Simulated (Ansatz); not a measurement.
# Li16H: the cost of one run

All numbers below are computed with Ansatz 0.2.0 (DFT PBEsol, plane waves, PAW, scalar-relativistic, no spin polarisation).

### 1 The system as given

The cell holds 17 atoms (HLi16): a = 6.980 Å, b = 6.980 Å, c = 6.980 Å, α = 90.00°, β = 90.00°, γ = 90.00°.

Its coordinates follow in the input file.

### 2 End point A

Input file input.yaml:

```yaml
crystal:
  lattice:
    - [6.98, 0.0, 0.0]
    - [0.0, 6.98, 0.0]
    - [0.0, 0.0, 6.98]
  atoms:
    - { symbol: Li, position: [0.0, 0.0, 0.0] }
    - { symbol: Li, position: [0.5, 0.0, 0.0] }
    - { symbol: Li, position: [0.0, 0.5, 0.0] }
    - { symbol: Li, position: [0.0, 0.0, 0.5] }
    - { symbol: Li, position: [0.25, 0.25, 0.25] }
    - { symbol: Li, position: [0.5, 0.5, 0.0] }
    - { symbol: Li, position: [0.5, 0.0, 0.5] }
    - { symbol: Li, position: [0.75, 0.25, 0.25] }
    - { symbol: Li, position: [0.0, 0.5, 0.5] }
    - { symbol: Li, position: [0.25, 0.75, 0.25] }
    - { symbol: Li, position: [0.25, 0.25, 0.75] }
    - { symbol: Li, position: [0.5, 0.5, 0.5] }
    - { symbol: Li, position: [0.75, 0.75, 0.25] }
    - { symbol: Li, position: [0.75, 0.25, 0.75] }
    - { symbol: Li, position: [0.25, 0.75, 0.75] }
    - { symbol: Li, position: [0.75, 0.75, 0.75] }
    - { symbol: H, position: [0.743771, 0.882408, -0.0038893] }
basis:
  ecutwfc: 420.0
kpoints:
  mp_grid: { grid: [3, 3, 3] }
hamiltonian:
  xc: pbesol
scf:
  occupations: { method: fermi_dirac, width: 0.1 }
  lower_state_search: "off"
relax:
  f_tol: 0.03
  max_steps: 60
  adjacent_minimum: "off"
```

On the command line:

```sh
$ ansatz run input.yaml --threads 2 --pin off --max-ram 5120MiB --backend cpu --events-out ev --progress --plain --runs-dir out
```

What time and memory should one allow on 2 threads of AMD EPYC 9R45 (Zen 5), shared host?

About 12 s, with a peak of 0.6 GiB.
